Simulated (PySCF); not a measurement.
Input of a PySCF 2.14.0 run:

run.py

```python
import json
import numpy as np
from pyscf.pbc import gto, scf, dft, df

cell = gto.Cell()
cell.basis = 'def2-svp'
cell.fromfile('POSCAR', format='poscar')
cell.exp_to_discard = 0
cell.precision = 1e-08
cell.max_memory = 2520  # MB
cell.verbose = 4
cell.build()

res = {}
kpts = cell.make_kpts([1, 1, 1])
mf = scf.KRHF(cell, kpts, exxdiv='ewald')
mf = mf.density_fit()
mf.with_df._cderi = 'cderi.h5'  # three-centre integrals saved by an earlier run on this cell, basis and mesh
mf.conv_tol = 1e-08
mf.max_cycle = 60

mf.kernel()
res.update(converged=bool(mf.converged), e_tot=mf.e_tot, nelec=cell.nelectron, nao=cell.nao, mesh=list(map(int, cell.mesh)), a=cell.lattice_vectors().tolist(), coords=cell.atom_coords().tolist(),
           mo_energy=[np.real(x).tolist() for x in mf.mo_energy], mo_occ=[np.real(x).tolist() for x in mf.mo_occ])
import h5py
print('fit functions by k pair:', sorted({v['0'].shape[0] for v in h5py.File(mf.with_df._cderi)['j3c'].values()}))
res.update(kpts=cell.get_scaled_kpts(kpts).tolist())
res['parts'] = {k: float(np.real(v)) for k, v in mf.scf_summary.items() if np.isscalar(v)}
json.dump(res, open('results.json', 'w'))
if not mf.converged:
    raise SystemExit('SCF not converged')

print('levels (eV)')
for i, kp in enumerate(res['kpts'][:40]):
    print('k %7.4f %7.4f %7.4f  ' % tuple(kp), ' '.join('%.3f' % (x * 27.211386) for x in res['mo_energy'][i][:34]))

# Mulliken populations
dm, s = np.asarray(mf.make_rdm1()), np.asarray(mf.get_ovlp())
sites = cell.aoslice_by_atom()[:, 2:]
tot = np.einsum('kij,kji->i', dm, s).real / len(kpts)
res['mulliken'] = [cell.atom_charge(i) - tot[a0:a1].sum() for i, (a0, a1) in enumerate(sites)]
print('Mulliken charges', np.round(res['mulliken'], 5))

from pyscf.pbc import mp
pt = mp.KMP2(mf, frozen=12)
pt.kernel(with_t2=False)
res.update(e_corr=pt.e_corr, e_ss=getattr(pt, 'e_corr_ss', None), e_os=getattr(pt, 'e_corr_os', None))
res['done'] = True
json.dump(res, open('results.json', 'w'))
```

POSCAR

```
BHBrOF
1.0
   11.0000000000      0.0000000000      0.0000000000
    0.0000000000     12.0000000000      0.0000000000
    0.0000000000      0.0000000000     12.0000000000
O B F Br H
1 1 1 1 1
Direct
    0.5868500000      0.5628510000      0.5419600000
    0.5402990000      0.4647790000      0.5224980000
    0.5842580000      0.3793710000      0.5902230000
    0.4154480000      0.4286930000      0.4168790000
    0.5503510000      0.6194000000      0.4885590000
```

Potentials or basis: def2-svp (all-electron).

The run is started by

```sh
$ OMP_NUM_THREADS=2 python -u run.py > log
```

Predict the Mulliken charges.

O -0.20; B +0.52; F -0.30; Br -0.27; H +0.26 e.

Predict the MP2 correlation energy per cell.

-19.558 eV.

Estimate the gap between the frontier levels.

16.22 eV.

Caveat: the basis is small and the box finite, so much correlation energy is missing and levels can be off by tenths of an eV; this is a molecule in a periodic box at the Γ point, so its band gap is the HOMO-LUMO gap; total energy, band gap and charges are those of the mean-field reference; relativity is left out, which matters for the heavier elements; the basis of atomic orbitals isn't converged, which shifts pressures, moduli and gaps.
